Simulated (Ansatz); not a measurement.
# CH4AlFN: the cost of one run

Program: Ansatz 0.2.0. Level of theory: RKS r2SCAN/def2-SVP. These are calculated values, not measurements.

### 1 The starting structure

Bond lengths: C1–N2 1.269 Å, N2–Al3 1.957 Å, Al3–F4 1.619 Å, C1–H5 1.088 Å, C1–H6 1.090 Å, N2–H7 1.033 Å, Al3–H8 1.492 Å. Angles: C1–N2–Al3 128.1°, C1–N2–H7 116.4°, Al3–N2–H7 115.5°, N2–C1–H5 119.4°, N2–C1–H6 122.8°, H5–C1–H6 117.8°, N2–Al3–F4 107.8°, N2–Al3–H8 116.1°, F4–Al3–H8 136.1°.

Structure file:

```xyz
8

C    -0.4741    1.1448   -0.6324
N    -0.4990    0.1787    0.1906
Al    0.8409   -1.2247    0.4478
F     0.3137   -2.2031    1.6256
H     0.3766    1.2545   -1.3021
H    -1.2742    1.8823   -0.7022
H    -1.3280    0.1200    0.8038
H     2.0440   -1.1524   -0.4311
```

### 2 End point A

Input file input.yaml:

```yaml
crystal:
  periodic: [false, false, false]
  atoms:
    - { symbol: C, position_ang: [-0.47408, 1.14479, -0.63236] }
    - { symbol: "N", position_ang: [-0.49901, 0.17867, 0.19056] }
    - { symbol: Al, position_ang: [0.84093, -1.22469, 0.44782] }
    - { symbol: F, position_ang: [0.31372, -2.20313, 1.62556] }
    - { symbol: H, position_ang: [0.37659, 1.25448, -1.3021] }
    - { symbol: H, position_ang: [-1.27418, 1.88235, -0.70219] }
    - { symbol: H, position_ang: [-1.32796, 0.11996, 0.80381] }
    - { symbol: H, position_ang: [2.04398, -1.15243, -0.4311] }
total_charge: 1
basis:
  gaussian: { orbitals: def2-SVP }
hamiltonian:
  xc: r2scan
relax:
  f_tol: 0.015
  max_steps: 40
output:
  orbitals: {}
```

Run with:

```bash
$ ansatz run input.yaml --threads 2 --pin off --max-ram 3072MiB --backend cpu --events-out ev --progress --plain --runs-dir out
```

**Question.** How long does this run take on 2 threads of Arm Neoverse V1, shared host, and how much memory does it need?

About 16 s, with a peak of 0.16 GiB.
